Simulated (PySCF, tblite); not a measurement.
# C7H13N: geometry, infrared bands and NMR shifts

What infrared bands and NMR shifts should C7H13N (`C=C1[C@@H](C)[C@H](C)[C@@H]1N`) show?

Programs: tblite 0.8.0 and PySCF 2.14.0, with density-fitted response routines of our own. Each step states its level of theory. These are calculated values for one molecule in the gas phase, unless marked as measured. Atoms count from 0, in the outputs and in this text.

### 1 Starting geometry

21 atoms, charge 0, multiplicity 1; geometry from: force field or distance geometry start.

Bonds of the start (Å): C0–C1 1.32, C1–C2 1.48, C2–C3 1.51, C2–C4 1.52, C4–C5 1.50, C4–C6 1.48, C6–N7 1.42, C6–C1 1.49, C0–H8 1.08, C0–H9 1.07, C2–H10 1.11, C3–H11 1.12, C3–H12 1.08, C3–H13 1.12, C4–H14 1.11, C5–H15 1.09, C5–H16 1.12, C5–H17 1.11, C6–H18 1.14, N7–H19 1.03, N7–H20 1.04.

### 2 Geometry optimisation with GFN2-xTB

Job settings and geometry (Å):

```
{"job": {"kind": "relax", "xc": "GFN2-xTB", "basis": "xTB"}, "charge": 0, "multiplicity": 1}
C      0.116400     2.429800    -0.784500
C      0.072100     1.194800    -0.323100
C      0.915800    -0.021400    -0.402400
C      2.219100     0.037300     0.365400
C     -0.083500    -0.827100     0.418300
C     -0.702700    -2.008700    -0.271800
C     -0.858500     0.431600     0.557800
N     -2.230900     0.456500     0.190600
H     -0.703200     3.078000    -0.495700
H      0.892200     2.810700    -1.421100
H      1.009100    -0.340700    -1.464600
H      2.618900    -1.008200     0.348100
H      2.924100     0.742900    -0.046300
H      1.931100     0.261300     1.426100
H      0.351100    -1.139900     1.393500
H     -0.998200    -1.824200    -1.305800
H      0.087800    -2.806100    -0.304000
H     -1.518000    -2.443100     0.340900
H     -0.751600     0.814300     1.622700
H     -2.433400     0.124000    -0.759700
H     -2.866600     0.055100     0.915300
```

Started as:

```console
$ OMP_NUM_THREADS=1 python probes_run.py task.json out
```

One launch serves the whole session: the jobs run in the order shown.

Log:

```text
step      E/eV     max force
  0    -665.85596    3.146
  1    -666.12321    0.928
  2    -666.18750    0.865
  3    -666.26763    0.621
  4    -666.31389    0.489
  5    -666.33421    0.328
  6    -666.34747    0.308
  7    -666.36117    0.292
  8    -666.37563    0.297
  9    -666.38885    0.219
 10    -666.39952    0.190
 11    -666.40810    0.192
 12    -666.41654    0.205
 13    -666.42540    0.202
 14    -666.43364    0.213
 15    -666.44049    0.200
 16    -666.44568    0.160
 17    -666.44916    0.114
 18    -666.45156    0.116
 19    -666.45366    0.112
 20    -666.45597    0.124
 21    -666.45846    0.138
 22    -666.46054    0.095
 23    -666.46188    0.078
 24    -666.46282    0.072
 25    -666.46373    0.070
 26    -666.46457    0.064
 27    -666.46510    0.042
 28    -666.46539    0.038
 29    -666.46565    0.036
 30    -666.46598    0.048
 31    -666.46632    0.050
 32    -666.46660    0.032
 33    -666.46684    0.035
 34    -666.46708    0.033
 35    -666.46733    0.038
 36    -666.46754    0.034
 37    -666.46772    0.031
 38    -666.46789    0.035
 39    -666.46805    0.028
 40    -666.46818    0.022
 41    -666.46827    0.021
 42    -666.46834    0.023
 43    -666.46842    0.022
 44    -666.46852    0.024
 45    -666.46863    0.026
 46    -666.46875    0.025
 47    -666.46887    0.029
 48    -666.46899    0.025
 49    -666.46907    0.018
 50    -666.46913    0.015
 51    -666.46917    0.014
 52    -666.46921    0.014
 53    -666.46924    0.010
 54    -666.46925    0.009
```

Wall time 0.58 s (1 thread of Arm Neoverse N1, shared host); peak memory 0.18 GiB.

The steps of the relaxation: (not every step is listed)

```
step  energy from step 0 (eV)  largest force (eV/Å)
   0                   0.0000                3.1465
   1                  -0.2672                0.9280
   2                  -0.3315                0.8647
   3                  -0.4117                0.6205
   4                  -0.4579                0.4886
   5                  -0.4783                0.3280
   6                  -0.4915                0.3084
   7                  -0.5052                0.2922
   8                  -0.5197                0.2969
  12                  -0.5606                0.2049
  16                  -0.5897                0.1604
  20                  -0.6000                0.1243
  24                  -0.6069                0.0717
  28                  -0.6094                0.0381
  32                  -0.6106                0.0316
  36                  -0.6116                0.0343
  40                  -0.6122                0.0216
  44                  -0.6126                0.0243
  48                  -0.6130                0.0249
  49                  -0.6131                0.0182
  50                  -0.6132                0.0150
  51                  -0.6132                0.0142
  52                  -0.6132                0.0136
  53                  -0.6133                0.0097
  54                  -0.6133                0.0095
```

Distances of close pairs at the start and the end, largest changes first:

```
  bond  before (Å)  after (Å)  change (Å)
 C4–C6       1.485      1.568      +0.083
C6–H18       1.137      1.096      -0.041
C5–H16       1.123      1.088      -0.035
C3–H13       1.122      1.088      -0.034
C3–H11       1.119      1.088      -0.031
N7–H20       1.044      1.014      -0.030
 C1–C2       1.482      1.510      +0.028
 C2–C4       1.524      1.547      +0.024
```

The end geometry stands in the next job.

### 3 Harmonic vibrations with GFN2-xTB

Job settings and geometry (Å):

```
{"job": {"kind": "ir", "xc": "GFN2-xTB", "basis": "xTB"}, "charge": 0, "multiplicity": 1}
C      0.098029     2.342733    -0.768207
C      0.063144     1.141347    -0.232642
C      0.960878    -0.069954    -0.317862
C      2.319804     0.088244     0.348396
C     -0.089546    -0.874077     0.485011
C     -0.757125    -2.001562    -0.282465
C     -0.935329     0.435311     0.653222
N     -2.307708     0.499447     0.215501
H     -0.685100     3.058783    -0.585843
H      0.907388     2.653549    -1.408748
H      1.097101    -0.435075    -1.339994
H      2.836345    -0.868747     0.387997
H      2.933871     0.791527    -0.209537
H      2.202530     0.463533     1.362726
H      0.294198    -1.254849     1.433873
H     -1.111229    -1.655609    -1.252352
H     -0.048940    -2.810803    -0.449567
H     -1.603772    -2.400657     0.274787
H     -0.909907     0.801989     1.685513
H     -2.384957     0.239526    -0.761224
H     -2.888593    -0.127716     0.760944
```

Log:

```text
mode    cm-1     km/mol
  1      24.3      0.16
  2     175.7      2.39
  3     196.3      0.09
  4     203.5      1.06
  5     222.4      5.94
  6     239.3      5.60
  7     255.1      2.69
  8     281.0     29.54
  9     347.9      5.67
 10     383.9      1.45
 11     507.7      5.57
 12     612.7      1.63
 13     670.0      5.30
 14     722.1      4.20
 15     828.1      2.96
 16     851.0     12.87
 17     873.6      1.56
 18     899.7     19.94
 19     911.5     36.65
 20     954.9    172.55
 21     990.3      9.74
 22    1025.9     15.22
 23    1044.3      1.41
 24    1080.9      7.11
 25    1112.1      3.86
 26    1137.1      0.73
 27    1148.7      2.12
 28    1175.4     20.75
 29    1201.7      7.65
 30    1205.6      3.72
 31    1226.0      6.92
 32    1251.7      3.25
 33    1291.8      1.20
 34    1328.3      6.73
 35    1338.9      5.44
 36    1399.5      1.17
 37    1405.9      1.44
 38    1409.5      0.91
 39    1495.5      2.55
 40    1500.3      1.76
 41    1501.5      2.38
 42    1507.7      1.78
 43    1556.2     28.54
 44    1773.4     17.97
 45    2910.6     39.99
 46    2931.7     34.80
 47    2958.2     56.82
 48    3012.4     45.30
 49    3017.1     40.99
 50    3024.2     38.08
 51    3029.0     41.84
 52    3032.2     46.45
 53    3036.8     26.84
 54    3091.9     28.23
 55    3122.6     34.29
 56    3389.9     12.57
 57    3425.1      7.71
```

Run time: 1.2 s. Hardware: 1 thread of Arm Neoverse N1, shared host; peak memory 0.18 GiB.

Which atoms move in the most intense modes:

```
cm⁻¹  km/mol                                 atoms
 955   172.6  H19 23 %, C6 17 %, H20 16 %, N7 15 %
2911    40.0                              H18 92 %
2958    56.8                              H14 90 %
3012    45.3                              H17 84 %
3017    41.0                    H15 75 %, H16 15 %
3024    38.1                              H11 85 %
3029    41.8                    H16 73 %, H15 13 %
3032    46.5                    H13 46 %, H12 44 %
```

### 4 NMR shieldings: PBE0/pcSseg-1

Settings changed since step 3:

```diff
@@ -1,2 +1,2 @@
-{"job": {"kind": "ir", "xc": "GFN2-xTB", "basis": "xTB"}, "charge": 0, "multiplicity": 1}
+{"job": {"kind": "nmr", "xc": "PBE0", "basis": "pcSseg-1"}, "charge": 0, "multiplicity": 1}
 C      0.098029     2.342733    -0.768207
```

Method: GIAO PBE0/pcSseg-1 NMR shielding, non-relativistic, gas phase.

Log:

```text
coarse grid: 16728 points
cycle   1  E = -328.7207570985  dE =  9.741e-01  |g| = 4.988e-01  |ddm| = 4.088e+00
cycle   2  E = -328.7168552972  dE =  3.902e-03  |g| = 5.346e-01  |ddm| = 9.840e-01
cycle   3  E = -328.7867415309  dE = -6.989e-02  |g| = 4.297e-02  |ddm| = 5.190e-01
cycle   4  E = -328.7869784182  dE = -2.369e-04  |g| = 2.531e-02  |ddm| = 5.751e-02
cycle   5  E = -328.7871140049  dE = -1.356e-04  |g| = 6.277e-03  |ddm| = 2.542e-02
cycle   6  E = -328.7871217178  dE = -7.713e-06  |g| = 2.782e-03  |ddm| = 7.116e-03
final grid: 159288 points
cycle   7  E = -328.8353377250  dE = -5.980e-05  |g| = 1.003e-02  |ddm| = 5.511e-02
cycle   8  E = -328.8353297592  dE =  7.966e-06  |g| = 1.185e-02  |ddm| = 1.800e-02
cycle   9  E = -328.8353615684  dE = -3.181e-05  |g| = 1.275e-03  |ddm| = 9.346e-03
cycle  10  E = -328.8353619421  dE = -3.737e-07  |g| = 3.369e-04  |ddm| = 1.455e-03
cycle  11  E = -328.8353619670  dE = -2.487e-08  |g| = 1.222e-04  |ddm| = 4.508e-04
cycle  12  E = -328.8353619704  dE = -3.414e-09  |g| = 2.752e-05  |ddm| = 1.309e-04
cycle  13  E = -328.8353619705  dE = -1.678e-10  |g| = 5.661e-06  |ddm| = 3.117e-05
converged SCF energy = -328.8353619705

GIAO shielding tensors (ppm)
atom      isotropic    diamagn.    paramagn.     s11        s22        s33       span
  0 C       70.140     253.408    -183.268    -47.841     87.787    170.474    218.315
  1 C       18.992     262.139    -243.148    -92.167     10.049    139.093    231.260
  2 C      142.426     247.228    -104.802    129.143    141.495    156.642     27.499
  3 C      163.830     246.404     -82.574    149.001    159.072    183.418     34.417
  4 C      145.691     251.639    -105.949    130.147    139.452    167.473     37.326
  5 C      171.490     246.448     -74.959    158.092    172.812    183.564     25.472
  6 C      131.019     246.146    -115.127    107.377    137.069    148.611     41.234
  7 N      231.077     315.959     -84.882    188.563    237.522    267.146     78.583
  8 H       25.932      30.331      -4.399     22.321     24.740     30.735      8.413
  9 H       26.280      31.286      -5.006     22.430     25.499     30.911      8.481
 10 H       29.536      33.222      -3.685     26.383     29.550     32.676      6.293
 11 H       30.519      29.964       0.555     26.117     28.463     36.977     10.859
 12 H       30.370      29.824       0.546     25.757     28.212     37.141     11.384
 13 H       30.710      30.695       0.015     26.982     29.611     35.536      8.555
 14 H       30.067      34.332      -4.266     26.782     29.754     33.664      6.882
 15 H       30.972      31.463      -0.491     27.353     29.584     35.978      8.626
 16 H       30.513      29.868       0.645     26.149     28.538     36.852     10.703
 17 H       30.869      30.358       0.511     26.316     28.030     38.261     11.946
 18 H       27.606      31.757      -4.152     22.961     28.247     31.608      8.647
 19 H       30.893      33.130      -2.237     25.533     28.935     38.210     12.677
 20 H       31.155      31.578      -0.423     24.844     26.862     41.759     16.915
```

Run time: 71 s. Hardware: 1 thread of Arm Neoverse N1, shared host; peak memory 0.9 GiB.

Shifts follow as δ = σ(reference) − σ, with reference shieldings (ppm) from runs at the same level and on the same kind of geometry: ¹H TMS 31.72, ¹³C TMS 186.9, ¹⁵N NH3 267.7. The references are single molecules in the gas phase, so shifts against H2O, NH3, PH3, H3PO4 or CFCl3 are not on the usual liquid scales and can be off by tens of ppm. Atoms listed in one row are averaged.

```
        atoms                                environment  σ (ppm)  δ (ppm)  δ scaled to CDCl3
           C1            fully substituted alkene carbon     19.0    167.9              162.0
           C0                       terminal =CH2 carbon     70.1    116.8              112.1
           C6                 allylic sp3 CH bonded to N    131.0     55.9               52.6
           C2                             allylic sp3 CH    142.4     44.5               41.5
           C4                           sp3 CH in a ring    145.7     41.2               38.3
           C3                              methyl carbon    163.8     23.1               20.6
           C5                              methyl carbon    171.5     15.4               13.2
           H8         hydrogen on a terminal =CH2 carbon    25.93     5.79               5.56
           H9         hydrogen on a terminal =CH2 carbon    26.28     5.44               5.23
          H18  hydrogen on an allylic sp3 CH bonded to N    27.61     4.11               3.98
          H10              hydrogen on an allylic sp3 CH    29.54     2.18               2.16
          H14            hydrogen on an sp3 CH in a ring    30.07     1.65               1.66
H11, H12, H13                hydrogen on a methyl carbon    30.53     1.18               1.22
H15, H16, H17                hydrogen on a methyl carbon    30.78     0.93               0.98
     H19, H20              hydrogen on an amine nitrogen    31.02     0.69                  –
           N7                             amine nitrogen    231.1     36.7                  –
```

The scaled column applies a straight-line fit of computed shieldings to shifts measured in CDCl3 (root-mean-square error 0.16 ppm for H, 1.9 ppm for C).

Charges from the same density, by scheme (e):

```
atoms  Mulliken    IAO  Hirshfeld  ESP fit
   C0     -0.04  -0.34      -0.11    -0.48
   C1     -0.23   0.01       0.00    -0.12
   C2     -0.24  -0.12      -0.03     0.27
   C3     -0.17  -0.41      -0.12    -0.55
   C4     -0.27  -0.14      -0.03    -0.07
   C5     -0.19  -0.42      -0.12    -0.40
   C6      0.01  -0.02       0.01     0.44
   N7     -0.40  -0.56      -0.23    -0.98
```

Mayer bond orders: C0–C1 2.02, C1–C2 0.96, C2–C3 1.03, C2–C4 0.96, C4–C5 1.03, C4–C6 0.95, C6–N7 1.08, C6–C1 0.98.

Ring of atoms C1, C2, C4, C6: NICS(0) 1.2, NICS(1) -1.2, NICS(1)zz 2.7 ppm (means of both faces).

The fields below are evaluated on a grid from the run's orbitals.

Frontier orbitals at PBE0/pcSseg-1, with the share of their density that lies nearest to each atom:

```
orbital  energy (eV)                                             lies on
   HOMO        -6.58                            N7 49 %; C4 12 %; C6 7 %
   LUMO         0.17  C0, C1 about 25 % each; H8, H9, H18 about 7 % each
```

ELF in a plane through or near 6 of the atoms.

Ten even steps from ' ' (0.00) to '@' (1.00):
```
                                                        
                                                        
                      ..                                
                  ::%%@@@@++..                          
                ..==@@@@@@%%::    ......                
            ::==++++%%@@@@++    ..----::..              
          ..**%%@@##==::**--..  ::**%%##--              
            --####**++%%%%**==  ::%%@@@@++              
                  ..==++..++++::..++%%##--              
          ....      ++@@%%==..                          
        %%@@@@@@==--++::..**++--====------::..          
      ..@@@@@@@@**++##====##**++%%::::##@@@@##..        
        --####++++==--::::::..--**..::##@@@@%%..        
            ..++%%@@++        --%%@@%%++==++::          
            ..##@@@@##..      ++@@@@@@**                
              ::++++::        ::%%@@##--                
                                                        
                                                        
                                                        
                                                        
```
The map spans 11.1 Å across and 11.3 Å up, centred on the molecule. Atoms in the plane (x, y in Å): C0 (-1.3, 2.0), C2 (-0.8, -0.5), C5 (1.6, -1.3), H8 (-1.0, 3.0), H12 (-2.9, -0.8), H19 (1.9, 1.5).

log10 of the density (e/Å³) in the same plane.

Values, 10 rows by 14 columns:
```
-4.0 -4.0 -4.0 -4.0 -4.0 -4.0 -4.0 -4.0 -4.0 -4.0 -4.0 -4.0 -4.0 -4.0
-4.0 -4.0 -4.0 -4.0 -3.0 -2.5 -2.5 -3.1 -4.0 -4.0 -4.0 -4.0 -4.0 -4.0
-4.0 -4.0 -3.7 -2.4 -1.4 -0.5 -0.5 -1.6 -2.2 -2.1 -2.5 -3.7 -4.0 -4.0
-4.0 -4.0 -3.0 -1.4 -0.2  1.7 -0.1 -1.1 -0.9 -0.3 -1.0 -2.5 -4.0 -4.0
-4.0 -4.0 -3.1 -2.0 -1.1 -0.3  0.3 -0.3 -0.8 -0.2 -0.9 -2.3 -3.8 -4.0
-4.0 -3.0 -1.7 -0.5 -0.6 -0.1  0.5 -0.3 -0.4 -0.5 -1.0 -1.9 -3.3 -4.0
-4.0 -3.1 -1.9 -0.8 -0.4 -0.5 -0.7 -0.8  0.0  0.5 -0.2 -1.4 -3.0 -4.0
-4.0 -4.0 -3.0 -1.9 -1.1 -1.3 -2.2 -1.9 -0.7 -0.7 -1.6 -2.5 -3.7 -4.0
-4.0 -4.0 -4.0 -3.5 -3.0 -3.1 -3.7 -3.4 -2.7 -2.7 -3.2 -4.0 -4.0 -4.0
-4.0 -4.0 -4.0 -4.0 -4.0 -4.0 -4.0 -4.0 -4.0 -4.0 -4.0 -4.0 -4.0 -4.0
```
The map spans 11.1 Å across and 11.3 Å up, centred on the molecule. Atoms in the plane (x, y in Å): C0 (-1.3, 2.0), C2 (-0.8, -0.5), C5 (1.6, -1.3), H8 (-1.0, 3.0), H12 (-2.9, -0.8), H19 (1.9, 1.5).

On the surface of density 0.002 e/bohr³ the electrostatic potential runs, from the 1st to the 99th percentile, from -1.65 V near N7 to 1.20 V near H20.

### 5 Results

```
                                                              quantity                                               value
                             strongest single infrared mode (GFN2-xTB)                                955 cm⁻¹, 173 km/mol
                                          zero-point energy (GFN2-xTB)                                      116.2 kcal/mol
                                ¹³C shifts against TMS (PBE0/pcSseg-1)      167.9, 116.8, 55.9, 44.5, 41.2, 23.1, 15.4 ppm
¹H shifts against TMS (PBE0/pcSseg-1, means over atoms taken as alike)  5.79, 5.44, 4.11, 2.18, 1.65, 1.18, 0.93, 0.69 ppm
                                ¹⁵N shifts against NH3 (PBE0/pcSseg-1)                                            36.7 ppm
                                 surface potential, 1st and 99th percentile                                  -1.65 V and 1.20 V
```

**Reading.** The optimisation took 54 steps and gained 0.613 eV; among the close pairs (by a distance rule), C4–C6 changed most, from 1.485 to 1.568 Å. All 57 modes are real, so the xTB geometry is a minimum. The strongest single mode, at 955 cm⁻¹, has its largest shares on H19, C6, H20 and N7 (the list is cut at 4 atoms). Unscaled tight-binding wavenumbers are off by several per cent, some by more. Its intensities can rank the bands wrongly. At PBE0/pcSseg-1: The widest tensor belongs to C1: span 231 ppm, with a paramagnetic part of -243 ppm.
